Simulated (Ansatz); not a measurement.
**ZrS (rocksalt): the equilibrium volume**

At what volume is ZrS (rocksalt) free of pressure?

Computed with Ansatz 0.2.0 (DFT PBEsol, scalar-relativistic, plane waves, PAW, unless a step's input says otherwise).

### 1 Starting point

It takes space group Fm-3m (No. 225, cubic). Conventional cell: a = 5.285 Å, b = 5.285 Å, c = 5.285 Å, α = 90.00°, β = 90.00°, γ = 90.00°. Around Zr (site symmetry m-3m) lie 6 S at 2.64 Å. Around S (site symmetry m-3m) lie 6 Zr at 2.64 Å.

Structure file:

```cif
data_structure
_symmetry_space_group_name_H-M 'P 1'
_symmetry_Int_Tables_number 1
_cell_length_a 3.7372
_cell_length_b 3.7372
_cell_length_c 3.7372
_cell_angle_alpha 60.000
_cell_angle_beta 60.000
_cell_angle_gamma 60.000
_cell_volume 36.91
loop_
_atom_site_label
_atom_site_type_symbol
_atom_site_fract_x
_atom_site_fract_y
_atom_site_fract_z
_atom_site_occupancy
Zr1 Zr 0.50000 0.50000 0.50000 1
S1 S 0.00000 0.00000 0.00000 1
```

### 2 At the starting volume

input.yaml reads:

```yaml
crystal:
  lattice:
    - [0.0, 2.6425744619, 2.6425744619]
    - [2.6425744619, 0.0, 2.6425744619]
    - [2.6425744619, 2.6425744619, 0.0]
  atoms:
    - { symbol: Zr, position: [0.5, 0.5, 0.5] }
    - { symbol: S, position: [0.0, 0.0, 0.0] }
basis:
  ecutwfc: 420
  ecutrho_ratio: 4
kpoints:
  mp_grid: { grid: [12, 12, 12] }
hamiltonian:
  xc: pbesol
scf:
  occupations: { method: gaussian, width: 0.05 }
output:
  forces: true
  stress: true
  eigenvalues: true
```

On the command line:

```
$ ansatz run input.yaml --threads 4 --pin off --max-ram 8192MiB --backend cpu --events-out ev --progress --plain --runs-dir out
```

What it wrote, shortened:

```text
Warning: RAYON_NUM_THREADS=4 ignored (pool sized by the plan → 4); use --threads N
[...]
Pseudopotentials: kind: paw
Pseudopotential: Zr, paw, valence charge 12, recommended cutoff 420 eV (normal), Zr.paw.azcp
Pseudopotential: S, paw, valence charge 6, recommended cutoff 420 eV (normal), S.paw.azcp
Functional definition: PBEsol
[...]
Crystal: 2 atoms, lattice volume = 36.907 Å³
Basis set: ecut = 420 eV, 725 PW (Γ), exchange–correlation on 50×50×50 points (8 copies of the dense FFT grid, shifted against one another)
Bands: 13, of which v1, the nominal top of the filled ones, is band 9 counted from 1 (8 counted from 0)
Symmetry: 48 space group operations
Space group: Fm-3m (ITA 225), of the structure as read, at distance tolerance 3.3e-5 Å
k-points: 72 of 1728
[...]
SCF iter   1: F=—  HF=-5016.534944 eV  |F-HF|=—  |Δ(HF+E_count)|=         —  Δρ=4.08e-3  dr2=7.94e-3  ethr=1.77e-3  ⟨swp⟩=5.3  Hψ=11685  notcnv=0
[...]
SCF iter   6: F=-5016.530470 eV  HF=-5016.530470 eV  |F-HF|=3.97e-8  |Δ(HF+E_count)|=   2.24e-8  Δρ=1.13e-5  dr2=6.72e-8  ethr=5.56e-10  ⟨swp⟩=7.4  Hψ=5269  notcnv=0
[...]
SCF converged after 6 iterations
Free energy (F): -5016.530470 eV
[...]
E sigma→0 (E₀):  -5016.529251 eV
Entropy (-TS):   -0.002438 eV (-1.219 meV/atom)
Fermi energy:    14.130576 eV
[...]
--- Forces (eV/Å), atoms counted from 1 ---
  atom   1  Zr     0.00000000    -0.00000000    -0.00000000
  atom   2  S     -0.00000000     0.00000000    -0.00000000
[...]
--- Stress (GPa, compression-positive) ---
       -8.794678       0.000000       0.000000
        0.000000      -8.794678       0.000000
       -0.000000      -0.000000      -8.794678
  P = ⅓ Tr σ = -8.7947 GPa (-87.947 kbar)
--- Band table (eV; the first three rows and the last of 72) ---
  k-point 0: bands = ["-35.7720", "-13.7616", "-13.7616", "-13.7616", "-1.5742", "10.6520", "10.6520", "10.6520", "12.8355", "12.8355", "12.8355", "13.4867", "13.4867", "15.7823", "21.2747", "26.1257", "26.1257"]
[...]
```

Wall time 1.5 s (4 threads of Arm Neoverse V1, shared host); peak memory 0.34 GiB.

Read off: volume 18.454 Å³/atom, pressure -8.79 GPa, a metal on this mesh.

### 3 Stepping to 17.372 Å³/atom

Changes to input.yaml since step 2:

```diff
@@ -2,5 +2,5 @@
   lattice:
-    - [0.0, 2.6425744619, 2.6425744619]
-    - [2.6425744619, 0.0, 2.6425744619]
-    - [2.6425744619, 2.6425744619, 0.0]
+    - [0.0, 2.5898851334, 2.5898851334]
+    - [2.5898851334, 0.0, 2.5898851334]
+    - [2.5898851334, 2.5898851334, 0.0]
   atoms:
```

On the command line:

```
$ ansatz run input.yaml --threads 4 --pin off --max-ram 8192MiB --backend cpu --events-out ev --progress --plain --runs-dir out
```

What it wrote, shortened:

```text
Warning: RAYON_NUM_THREADS=4 ignored (pool sized by the plan → 4); use --threads N
[...]
[... 4 set-up lines as earlier in the session ...]
[...]
Crystal: 2 atoms, lattice volume = 34.743 Å³
Basis set: ecut = 420 eV, 645 PW (Γ), exchange–correlation on 50×50×50 points (8 copies of the dense FFT grid, shifted against one another)
Bands: 13, of which v1, the nominal top of the filled ones, is band 9 counted from 1 (8 counted from 0)
[... 2 set-up lines as earlier in the session ...]
k-points: 72 of 1728
[...]
SCF iter   1: F=—  HF=-5016.605717 eV  |F-HF|=—  |Δ(HF+E_count)|=         —  Δρ=4.20e-3  dr2=7.56e-3  ethr=1.77e-3  ⟨swp⟩=5.2  Hψ=11793  notcnv=0
[...]
SCF iter   6: F=-5016.601469 eV  HF=-5016.601469 eV  |F-HF|=8.27e-9  |Δ(HF+E_count)|=   2.12e-8  Δρ=6.65e-6  dr2=1.78e-8  ethr=5.56e-10  ⟨swp⟩=7.4  Hψ=5146  notcnv=0
[...]
SCF converged after 6 iterations
Free energy (F): -5016.601469 eV
[...]
E sigma→0 (E₀):  -5016.600510 eV
Entropy (-TS):   -0.001920 eV (-0.960 meV/atom)
Fermi energy:    15.113709 eV
[...]
--- Forces (eV/Å), atoms counted from 1 ---
  atom   1  Zr     0.00000000     0.00000000    -0.00000000
  atom   2  S     -0.00000000     0.00000000    -0.00000000
[...]
--- Stress (GPa, compression-positive) ---
       -1.286089       0.000000       0.000000
       -0.000000      -1.286089       0.000000
       -0.000000       0.000000      -1.286089
  P = ⅓ Tr σ = -1.2861 GPa (-12.861 kbar)
--- Band table (eV; the first three rows and the last of 72) ---
  k-point 0: bands = ["-34.6429", "-12.6389", "-12.6389", "-12.6389", "-0.8641", "11.6284", "11.6284", "11.6284", "13.6927", "13.6927", "13.6927", "14.4063", "14.4063", "17.2789", "22.2811", "27.6549", "27.6549"]
[...]
```

It took 0.85 s on 4 threads of Arm Neoverse V1, shared host; peak memory 0.34 GiB.

This gives: volume 17.372 Å³/atom, pressure -1.29 GPa, metallic.

### 4 Volume 17.218 Å³/atom

Changes to input.yaml since step 3:

```diff
@@ -2,5 +2,5 @@
   lattice:
-    - [0.0, 2.5898851334, 2.5898851334]
-    - [2.5898851334, 0.0, 2.5898851334]
-    - [2.5898851334, 2.5898851334, 0.0]
+    - [0.0, 2.582229152, 2.582229152]
+    - [2.582229152, 0.0, 2.582229152]
+    - [2.582229152, 2.582229152, 0.0]
   atoms:
```

On the command line:

```
$ ansatz run input.yaml --threads 4 --pin off --max-ram 8192MiB --backend cpu --events-out ev --progress --plain --runs-dir out
```

What it wrote, shortened:

```text
Warning: RAYON_NUM_THREADS=4 ignored (pool sized by the plan → 4); use --threads N
[...]
[... 4 set-up lines as earlier in the session ...]
[...]
Crystal: 2 atoms, lattice volume = 34.436 Å³
Basis set: ecut = 420 eV, 645 PW (Γ), exchange–correlation on 50×50×50 points (8 copies of the dense FFT grid, shifted against one another)
Bands: 13, of which v1, the nominal top of the filled ones, is band 9 counted from 1 (8 counted from 0)
[... 2 set-up lines as earlier in the session ...]
k-points: 72 of 1728
[...]
SCF iter   1: F=—  HF=-5016.606861 eV  |F-HF|=—  |Δ(HF+E_count)|=         —  Δρ=4.23e-3  dr2=7.57e-3  ethr=1.77e-3  ⟨swp⟩=5.3  Hψ=11801  notcnv=0
[...]
SCF iter   6: F=-5016.602706 eV  HF=-5016.602706 eV  |F-HF|=2.83e-9  |Δ(HF+E_count)|=   5.66e-8  Δρ=5.49e-6  dr2=1.13e-8  ethr=5.56e-10  ⟨swp⟩=7.5  Hψ=5481  notcnv=0
[...]
SCF converged after 6 iterations
Free energy (F): -5016.602706 eV
[...]
E sigma→0 (E₀):  -5016.601781 eV
Entropy (-TS):   -0.001850 eV (-0.925 meV/atom)
Fermi energy:    15.261873 eV
[...]
--- Forces (eV/Å), atoms counted from 1 ---
  atom   1  Zr     0.00000000    -0.00000000    -0.00000000
  atom   2  S     -0.00000000     0.00000000     0.00000000
[...]
--- Stress (GPa, compression-positive) ---
        0.005403       0.000000      -0.000000
        0.000000       0.005403       0.000000
        0.000000       0.000000       0.005403
  P = ⅓ Tr σ = 0.0054 GPa (0.054 kbar)
--- Band table (eV; the first three rows and the last of 72) ---
  k-point 0: bands = ["-34.4730", "-12.4697", "-12.4697", "-12.4697", "-0.7557", "11.7769", "11.7769", "11.7769", "13.8215", "13.8215", "13.8215", "14.5447", "14.5447", "17.5067", "22.4323", "27.8865", "27.8865"]
[...]
```

Run time: 0.85 s. Hardware: 4 threads of Arm Neoverse V1, shared host; peak memory 0.34 GiB.

Result: volume 17.218 Å³/atom, pressure 0.01 GPa, a metal on this mesh.

### 5 The way to zero pressure

| step | level | mesh | relaxed | volume (Å³/atom) | pressure (GPa) |
| --- | --- | --- | --- | --- | --- |
| 2 | PBEsol | 12×12×12 | nothing | 18.454 | -8.79 |
| 3 | PBEsol | 12×12×12 | nothing | 17.372 | -1.29 |
| 4 | PBEsol | 12×12×12 | nothing | 17.218 | 0.01 |

The cell before and after:

| cell as typed | before | after | change |
| --- | --- | --- | --- |
| a (Å) | 3.737 | 3.652 | -2.3 % |
| b (Å) | 3.737 | 3.652 | -2.3 % |
| c (Å) | 3.737 | 3.652 | -2.3 % |
| volume (Å³/atom) | 18.454 | 17.218 | -6.7 % |
| shortest distance (Å) | 2.643 | 2.582 | -2.3 % |
| space group | Fm-3m | Fm-3m | same |

### 6 Outcome

```
         quantity                                                                      value
           volume                                                             17.218 Å³/atom
         pressure                                                                   0.01 GPa
conventional cell  a = 5.164 Å, b = 5.164 Å, c = 5.164 Å, α = 90.00°, β = 90.00°, γ = 90.00°
  gap on the mesh                                                               none (metal)
```

**Reading.** From the first run shown, the volume went from 18.45 to 17.22 Å³/atom (-6.7 %) in 3 runs, where the pressure is zero within 0.01 GPa.
